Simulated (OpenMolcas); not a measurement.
**Ir⁶⁺ among point charges: CASSCF and CASPT2 levels and susceptibility**

Aim: the splitting of the states of Ir⁶⁺ in the field of 6 point charges, its lowest levels with spin-orbit coupling and its magnetic susceptibility.

Method: state-averaged CASSCF and CASPT2, spin-orbit coupling by RASSI with atomic mean-field integrals. Code: OpenMolcas 26.06.

### 1 The atom as given

- Species: Ir⁶⁺ (iridium, Z = 77, 71 electrons)
- Basis: ANO-RCC-VDZP [7s6p4d2f], 59 functions
- Scalar Hamiltonian: DKH2, point nucleus
- Inactive shells: 1s 2s 2p 3s 3p 3d 4s 4p 4d 4f 5s 5p
- Active space: 3 electrons in 5 orbitals (5d)
- Some configurations of this space: 5d3
- Orbitals: optimised for each spin and parity, averaged over all roots

Outer shells as boxes (Hund's rule):

5d3
```
5d [↑ ][↑ ][↑ ][  ][  ]
```

The ion sits among 6 point charges of -1.36 e arranged as a trigonal prism (D3h), 1.84 Å from the ion, with a polar angle of 55.5° against the regular 49.1°.

Each step is its own input file, run in one work folder so that later steps find the files of earlier ones. Labels, J, g values, rates, χT and fits are worked out afterwards by a script from the matrices that RASSI stores.

### 2 GATEWAY and SEWARD: basis and integrals

File a.inp:

```
&GATEWAY
Coord
1

Ir 0.0 0.0 0.0
Basis=ANO-RCC-VDZP
Group=NoSym
NoMove
AngMom=0.0 0.0 0.0
AMFI
XField
6 Angstrom 0
1.516083 0.000000 1.042637 -1.360000
-0.758041 1.312966 1.042637 -1.360000
-0.758041 -1.312966 1.042637 -1.360000
1.516083 0.000000 -1.042637 -1.360000
-0.758041 1.312966 -1.042637 -1.360000
-0.758041 -1.312966 -1.042637 -1.360000
&SEWARD
```

Run with:

```sh
$ OMP_NUM_THREADS=1 MOLCAS_MEM=1689 MOLCAS_PROJECT=a pymolcas a.inp > a.log
```

### 3 CASSCF: quartets, 10 roots

File a.inp:

```
&RASSCF
FileOrb=start.orb
Symmetry=1
Spin=4
nActEl=3 0 0
Inactive=34
Ras2=5
CIRoot=10 10 1
SDav=10
CIMx=300
Iter=120 100
PrWF=0.3
OrbListing=Nothing
MaxOrb=0
>>> COPY $Project.JobIph JOB001
```

start.orb holds the contracted functions of the basis, ordered by shell, or the orbitals of the step before.

### 4 CASSCF: doublets, 40 roots

File a.inp:

```
&RASSCF
FileOrb=start.orb
Symmetry=1
Spin=2
nActEl=3 0 0
Inactive=34
Ras2=5
CIRoot=40 40 1
SDav=40
CIMx=300
Iter=120 100
PrWF=0.3
OrbListing=Nothing
MaxOrb=0
>>> COPY $Project.JobIph JOB002
```

### 5 State interaction with spin-orbit coupling

File a.inp:

```
&RASSI
NrOfJobIphs=2 10 40
1 2 3 4 5 6 7 8 9 10
1 2 3 4 5 6 7 8 9 10 11 12 13 14 15 16 17 18 19 20 21 22 23 24 25 26 27
28 29 30 31 32 33 34 35 36 37 38 39 40
IphNames
JOB001
JOB002
EJob
SpinOrbit
DIPRint=1.0
SOCoupling=1000.0
Subsets=2
Property=9
'ANGMOM' 1 'ANGMOM' 2 'ANGMOM' 3 'MLTPL  1' 1 'MLTPL  1' 2 'MLTPL  1' 3
'AMFI' 1 'AMFI' 2 'AMFI' 3
SOProperty=3
'ANGMOM' 1 'ANGMOM' 2 'ANGMOM' 3
```

### 6 CASPT2: IPEA 0.25, imaginary shift 0.1 (closed shells correlated: 4f 5s 5p)

File a.inp:

```
>>> COPY JOB001 $Project.JobIph
&CASPT2
Multistate=10 1 2 3 4 5 6 7 8 9 10
NoMult
Frozen=23
IPEA=0.25
Imaginary=0.1
MaxIter=60
WThr=0.0 0.3 0.05
PrWF=0.5
NoMix
>>> COPY JOB002 $Project.JobIph
&CASPT2
Multistate=40 1 2 3 4 5 6 7 8 9 10 11 12 13 14 15 16 17 18 19 20 21 22
23 24 25 26 27 28 29 30 31 32 33 34 35 36 37 38 39 40
NoMult
Frozen=23
IPEA=0.25
Imaginary=0.1
MaxIter=60
WThr=0.0 0.3 0.05
PrWF=0.5
NoMix
```

(Steps that only read results are left out.)

What does the calculation give? Wanted: spin-free ground state; first state of the same spin within the active space; lowest level; next level.

The runs gave:

```
                                            quantity                                                                           value
                                              method  SS-CASPT2, IPEA 0.25, imaginary shift 0.1 (closed shells correlated: 4f 5s 5p)
                              spin-free ground state                                                 4A2, 1-fold in its orbital part
first state of the same spin within the active space                                                                4A1 at 1050 cm⁻¹
                                        lowest level                                               2-fold E3/2, g = 0.00, 0.00, 1.21
                                          next level                                                                      206.0 cm⁻¹
                                         χT at 300 K                                                                  0.12 cm³ K/mol
                           effective moment at 300 K                                                                         0.96 μB
```

Cost by method:

```
                                                 method  time of its own steps  time with the reference
                                              A. CASSCF                  9.5 s                    9.5 s
B. SS-CASPT2, IPEA 0.25, imaginary shift 0.1, +4f 5s 5p                  8.9 s                     18 s
```

Times are of one thread on a shared host.

In words: The spin-free ground state (4A2) comes to 99 % from free-ion F terms and keeps the highest spin of the shell. χT at 300 K is 0.12, against 1.88 cm³ K/mol for the spin alone, so spin-orbit coupling lowers it. CASPT2 does not keep the components of a term degenerate, and the means are used. The field of point charges can differ much from that of real complexes. This is an electrostatic model: the charges have no orbitals.
